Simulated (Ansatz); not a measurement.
# Ba: a tetragonal deformation path

The task here is to estimate one member of a computed series from the others.

Program: Ansatz 0.2.0. Level of theory: DFT LDA, scalar-relativistic, plane waves, PAW. These are calculated values, not measurements.

## The structure to begin with

It takes space group Im-3m (No. 229, cubic). The conventional cell has a = 5.000 Å, b = 5.000 Å, c = 5.000 Å, α = 90.00°, β = 90.00°, γ = 90.00°. Around Ba (site symmetry m-3m) lie 8 Ba at 4.33 Å.

Structure file:

```cif
data_structure
_symmetry_space_group_name_H-M 'P 1'
_symmetry_Int_Tables_number 1
_cell_length_a 4.3301
_cell_length_b 4.3301
_cell_length_c 4.3301
_cell_angle_alpha 109.471
_cell_angle_beta 109.471
_cell_angle_gamma 109.471
_cell_volume 62.50
loop_
_atom_site_label
_atom_site_type_symbol
_atom_site_fract_x
_atom_site_fract_y
_atom_site_fract_z
_atom_site_occupancy
Ba1 Ba 0.00000 0.00000 0.00000 1
```

The cell is taken as given, not relaxed at this level.

The first run:

input.yaml reads:

```yaml
crystal:
  lattice:
    - [-2.5, 2.5, 2.5]
    - [2.5, -2.5, 2.5]
    - [2.5, 2.5, -2.5]
  atoms:
    - { symbol: Ba, position: [0.0, 0.0, 0.0] }
basis:
  ecutwfc: 420
kpoints:
  mp_grid: { grid: [16, 16, 16] }
hamiltonian:
  xc: lda
scf:
  occupations: { method: gaussian, width: 0.15 }
output:
  forces: true
  stress: true
  eigenvalues: true
```

Steps of the session up to this table: The reference: the undisturbed cell on the scan's mesh; ρ = 0.707; ρ = 1.414; ρ = 0.850; ρ = 1.200; At ρ = 0.780; At ρ = 1.300; ρ = 0.920.

One of the session's tables, all rows but one given; the rest of the session is left out.

It belongs to the step «The scan collected». Collected from the runs (energy zero: the undisturbed cell):

```
    ρ  ΔE (meV/atom)  pressure (GPa)
0.707          133.9            -0.9
0.780           54.5            -1.1
0.850           18.7            -1.2
0.920              ?               ?
1.000            0.0            -1.2
1.200            9.0            -1.2
1.300           10.6            -1.2
1.414            9.5            -1.2
```

**Question.** Estimate the row for ρ = 0.920.

Worked estimate for «ΔE (meV/atom)». A straight line through the neighbours (0.850, 18.7) and (1.000, 0.0) gives 18.7 + (0.0 − 18.7) × (0.920 − 0.850) / (1.000 − 0.850) = 10.0; a parabola fitted to 4 rows on both sides gives 7.6.

As computed: ΔE (meV/atom): 4.2; pressure (GPa): -1.2. In «ΔE (meV/atom)» the line misses by +5.8 and the parabola by +3.4.
